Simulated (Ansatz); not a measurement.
**CH₇N₃W: one species, many methods**

One table from this session's results is given with a row withheld; the runs are named, their logs left out.

The runs use Ansatz 0.2.0, Gaussian basis; functionals in def2-TZVPP, the program's frozen cores in correlated methods.

Levels to be run: LDA (SPW92), PBE-D4, revPBE-D4, BLYP-D4, r2SCAN-D4, B97M-V, PBE0-D4, B3LYP-D4, r2SCANh-D4, r2SCAN0-D4, HSE06-D4, BHLYP-D4, CAM-B3LYP-D4, LC-ωPBE, ωB97X-V, ωB97M-V, B2PLYP, PBE-QIDH; CCSD(T)/def2-SVP; CCSD(T)/def2-TZVPP; MP2/def2-QZVPP; extrapolation to the limit; RPA on PBE.

### The geometry

An earlier PBE0-D4 in a triple-zeta def2 set relaxation fixed the geometry. W takes the def2 core potential; no spin-orbit term is included.

SMILES `[CH3][W](=[NH])(=[NH])[NH2]`, 12 atoms, charge 0, spin multiplicity 1.

Atoms are counted from 1 here; the program's logs count them from 0.

Bond lengths: C1–W2 2.130 Å, C1–H6 1.093 Å, C1–H7 1.092 Å, C1–H8 1.093 Å, W2–N3 1.755 Å, W2–N4 1.755 Å, W2–N5 1.951 Å, N3–H9 1.008 Å, N4–H10 1.008 Å, N5–H11 1.009 Å, N5–H12 1.009 Å. Angles: W2–C1–H6 110.0°, W2–C1–H7 110.9°, W2–C1–H8 110.0°, H6–C1–H7 108.3°, H6–C1–H8 109.2°, H7–C1–H8 108.3°, C1–W2–N3 104.5°, C1–W2–N4 104.5°, C1–W2–N5 109.1°, N3–W2–N4 116.4°, N3–W2–N5 110.8°, N4–W2–N5 110.8°, W2–N3–H9 156.3°, W2–N4–H10 156.3°, W2–N5–H11 123.4°, W2–N5–H12 123.4°, H11–N5–H12 110.8°.

As a file:

| atom | x (Å) | y (Å) | z (Å) |
| --- | --- | --- | --- |
| C1 | -1.5538 | 0.6899 | 0.4485 |
| W2 | 0.4057 | -0.0233 | 0.0140 |
| N3 | 1.0304 | -0.5635 | 1.5628 |
| N4 | 1.2192 | 1.3471 | -0.7216 |
| N5 | 0.2804 | -1.5116 | -1.2412 |
| H6 | -2.1520 | -0.1087 | 0.8959 |
| H7 | -1.5182 | 1.5260 | 1.1503 |
| H8 | -2.0394 | 1.0323 | -0.4694 |
| H9 | 1.6497 | -0.5668 | 2.3576 |
| H10 | 1.9109 | 2.0754 | -0.8012 |
| H11 | 0.3310 | -2.4800 | -0.9622 |
| H12 | 0.4362 | -1.4168 | -2.2335 |

Set-up of the first run:

The input, in.yaml:

```yaml
crystal:
  periodic: [false, false, false]
  atoms:
    - {symbol: C, position_ang: [-1.553837, 0.689879, 0.448530]}
    - {symbol: W, position_ang: [0.405675, -0.023282, 0.014020]}
    - {symbol: N, position_ang: [1.030360, -0.563509, 1.562826]}
    - {symbol: N, position_ang: [1.219210, 1.347084, -0.721598]}
    - {symbol: N, position_ang: [0.280429, -1.511637, -1.241168]}
    - {symbol: H, position_ang: [-2.151996, -0.108725, 0.895858]}
    - {symbol: H, position_ang: [-1.518205, 1.526019, 1.150254]}
    - {symbol: H, position_ang: [-2.039415, 1.032318, -0.469423]}
    - {symbol: H, position_ang: [1.649671, -0.566768, 2.357582]}
    - {symbol: H, position_ang: [1.910922, 2.075370, -0.801201]}
    - {symbol: H, position_ang: [0.330955, -2.479955, -0.962162]}
    - {symbol: H, position_ang: [0.436231, -1.416785, -2.233517]}
basis:
  gaussian: {orbitals: def2-TZVPP}
hamiltonian: {xc: lda}
output: {orbitals: {seedname: orbitals}}
```

Command:

```console
ansatz run in.yaml --threads 4 --pin off --events-out ev --progress --plain --max-ram 11315MiB
```

Among the steps run: LDA; PBE-D4 (GGA); revPBE-D4 (GGA); BLYP-D4 (GGA); r2SCAN-D4 (meta-GGA); B97M-V (meta-GGA); PBE0-D4 (hybrid); B3LYP-D4 (hybrid); r2SCANh-D4 (hybrid); r2SCAN0-D4 (hybrid); HSE06-D4 (hybrid); BHLYP-D4 (hybrid); CAM-B3LYP-D4 (range-separated); LC-ωPBE (range-separated); ωB97X-V (range-separated); ωB97M-V (range-separated); B2PLYP (double hybrid); PBE-QIDH (double hybrid).

One table of the session follows, with a row left open; its other results are not shown here.

It belongs to the step «Frontier levels by functional». 

```
  functional  HOMO (eV)  gap (eV)
 LDA (SPW92)      -6.33      4.56
      PBE-D4      -6.13      4.57
   revPBE-D4      -6.05      4.58
     BLYP-D4      -5.99      4.54
   r2SCAN-D4      -6.37      4.94
      B97M-V      -6.40      5.04
     PBE0-D4      -7.39      6.67
    B3LYP-D4      -7.16      6.21
  r2SCANh-D4      -6.85      5.73
  r2SCAN0-D4      -7.57      6.92
    HSE06-D4      -6.99      5.89
    BHLYP-D4          ?         ?
CAM-B3LYP-D4      -8.76      9.13
     LC-ωPBE     -10.14     11.65
     ωB97X-V      -9.77     11.20
     ωB97M-V      -9.69     11.03
```

Q: Estimate the row for BHLYP-D4 from the others.

Worked estimate for «HOMO (eV)». Against the share of exact exchange, BLYP-D4 (0, -5.99), B3LYP-D4 (0.2, -7.16) give a slope of -5.85 per unit share; at 0.5 the line stands at -8.91.

As computed: HOMO (eV): -8.53; gap (eV): 8.78. In «HOMO (eV)» the line misses by -0.38.
